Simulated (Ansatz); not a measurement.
Al, space group P6_3/mmc, an equation of state with a fit

Program: the Python package of Ansatz (0.2.0).

Interactive session:
```pycon
>>> import ansatz as az
>>> import numpy as np
>>> vectors0 = np.array([
...     [2.82707702, 0.0, 0.0],
...     [-1.41353851, 2.44832052, 0.0],
...     [0.0, 0.0, 9.18599307],
... ])
>>> sites = [
...     ("Al", (0.0, 0.0, 0.0)),
...     ("Al", (1 / 3, 2 / 3, 0.25)),
...     ("Al", (0.0, 0.0, 0.5)),
...     ("Al", (2 / 3, 1 / 3, 0.75)),
... ]
>>> def on_lattice(cell):
...     crystal = az.Crystal(lattice=az.Lattice.of(cell))
...     for symbol, position in sites:
...         crystal = crystal.atom(symbol, position)
...     return crystal
...
>>> # uniform scaling of the cell
>>> volumes, energies, pressures = [], [], []
>>> for scale in np.linspace(0.9, 1.1, 9):
...     cell = vectors0 * scale ** (1 / 3)
...     calc = (
...         on_lattice(cell).calculation()
...         .functional("LDA")
...         .pseudopotentials("paw")
...         .occupations("cold", width=0.1)
...         .basis(500)
...         .kpoints(9, 9, 3)
...         .stress()
...     )
...     r = calc.run(threads=1, backend="cpu").report
...     volumes.append(abs(np.linalg.det(cell)) / len(sites))
...     energies.append(r["free_energy_ev"] / len(sites))
...     pressures.append(np.trace(r["stress_gpa"]) / 3)
...     print(f"V = {volumes[-1]:8.4f} A^3/atom  F = {energies[-1]:.5f} eV/atom  P = {pressures[-1]:8.3f} GPa")
...
V =  14.3059 A^3/atom  F = -512.81514 eV/atom  P =   10.430 GPa
V =  14.7033 A^3/atom  F = -512.83673 eV/atom  P =    7.068 GPa
V =  15.1006 A^3/atom  F = -512.85060 eV/atom  P =    4.186 GPa
V =  15.4980 A^3/atom  F = -512.85783 eV/atom  P =    1.711 GPa
V =  15.8954 A^3/atom  F = -512.85936 eV/atom  P =   -0.428 GPa
V =  16.2928 A^3/atom  F = -512.85594 eV/atom  P =   -2.285 GPa
V =  16.6902 A^3/atom  F = -512.84822 eV/atom  P =   -3.907 GPa
V =  17.0876 A^3/atom  F = -512.83673 eV/atom  P =   -5.327 GPa
V =  17.4850 A^3/atom  F = -512.82194 eV/atom  P =   -6.572 GPa
>>> # third-order Birch-Murnaghan: a cubic in V^(-2/3)
>>> x = np.array(volumes) ** (-2 / 3)
>>> poly = np.polynomial.Polynomial.fit(x, energies, 3).convert()
>>> roots = poly.deriv().roots()
>>> x0 = min((r.real for r in roots if abs(r.imag) < 1e-9 and poly.deriv(2)(r.real) > 0), key=lambda r: abs(r - x.mean()))
>>> v0 = x0 ** -1.5
>>> b0 = 4 / 9 * poly.deriv(2)(x0) * v0 ** (-7 / 3) * 160.21766
>>> b1 = 4 + 2 / 3 * x0 * poly.deriv(3)(x0) / poly.deriv(2)(x0)
>>> print(f"V0 = {v0:.4f} A^3/atom, B0 = {b0:.1f} GPa, dB/dP = {b1:.2f}")
V0 = 15.8110 A^3/atom, B0 = 82.1 GPa, dB/dP = 4.67
```

A third-order Birch-Murnaghan fit through the 9 points has its minimum at 15.81 Å³ an atom, 0.5 % below the typed cell, with a bulk modulus of 82 GPa and dB/dP = 4.7. From that minimum the energy rises by 44.4 meV an atom on the compressed side and 37.6 meV on the expanded side.

Caveats:
- Total energies depend on the potentials; only differences at equal settings carry meaning.
- Shape and fractional positions are held along the curve, so the bulk modulus is an upper value where they are free to relax, by a factor of two or more in layered or hydrogen-bonded cells.
- For a metal this k-point mesh is coarse: on a finer one energies can move by several to tens of meV an atom and pressures by half a GPa or more, differences at one mesh by less.
- Pressure is positive in compression.
- This isn't the structure that Al takes at ambient conditions.
- Hardware and time: 11 s on 1 thread of Arm Neoverse V2, with other jobs on the host, peak memory 0.38 GiB.
